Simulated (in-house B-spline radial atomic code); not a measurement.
# Hg¹⁸⁺: RPA and G0W0 on different mean-field starts

G0W0 and RPA are one-shot methods. How much does the choice of start matter for Hg¹⁸⁺?

The numbers are computed with an in-house B-spline radial atomic code, version 1 (RPA, second order, AC-SOSEX and G0W0 (contour deformation) on a scalar-relativistic mean field, all electrons; no spin-orbit coupling, Breit or QED terms, no two-electron picture change), except any that are marked as measured or tabulated.

## 1. The system

| Property | Result |
| --- | --- |
| element | mercury (Z = 80) |
| charge | +18 |
| electrons | 62 |
| configuration | [Kr] 4d10 4f14 5s2 |
| Hamiltonian | scalar-relativistic (spin-free one-electron X2C), finite nucleus |
| starts | Hartree-Fock, PBE, LC-ωPBE, BHandHLYP, r2SCAN |

Outer shells as boxes (Hund's rule):

Hg18+
```
[Kr] core
4d [↑↓][↑↓][↑↓][↑↓][↑↓]
4f [↑↓][↑↓][↑↓][↑↓][↑↓][↑↓][↑↓]
5s [↑↓]
```

## 2. Hartree-Fock start

The run's settings:

```ini
Z = 80
electrons = 62.0
configuration = [Kr] 4d10 4f14 5s2
hamiltonian = x2c
method = hf
lmax = 9
rms_radius = 5.4648
spin_polarised = False
box_radius = 4.4
intervals = 63
```

Run with:

```sh
$ python run_gw.py task.json out
```

One command runs all members of the session, one after another, from task.json.

Further steps of the session: PBE start; LC-ωPBE start; BHandHLYP start; r2SCAN start.

What does the calculation give? Wanted: highest level, mean field; highest level, G0W0; RPA correlation energy; RPA+SOSEX.

The runs gave:

```
                                          quantity                                                               value
   highest level, mean field (range over the runs)                                               -485.73 to -478.85 eV
         highest level, G0W0 (range over the runs)                                               -489.95 to -489.15 eV
                            RPA correlation energy                                            -5.842 to -5.559 hartree
                                         RPA+SOSEX                                          -4.2683 to -4.0591 hartree
tabulated theoretical ionisation energy (4f shell)  477.00 ± 24 eV (NIST Atomic Spectra Database, ionization energies)
```

**Reading.** The starts spread the highest level over 6.88 eV; after G0W0 0.80 eV remain, 12 % of that. Starts without exact exchange bind the level too weakly, through self-interaction, and G0W0 pulls it down by 11 eV. The RPA energy is largest in size on PBE and smallest on Hartree-Fock, 4.8 % apart. The tabulated theoretical ionisation energy refers to the 4f shell, which is not the highest level in these runs, so no miss is given.
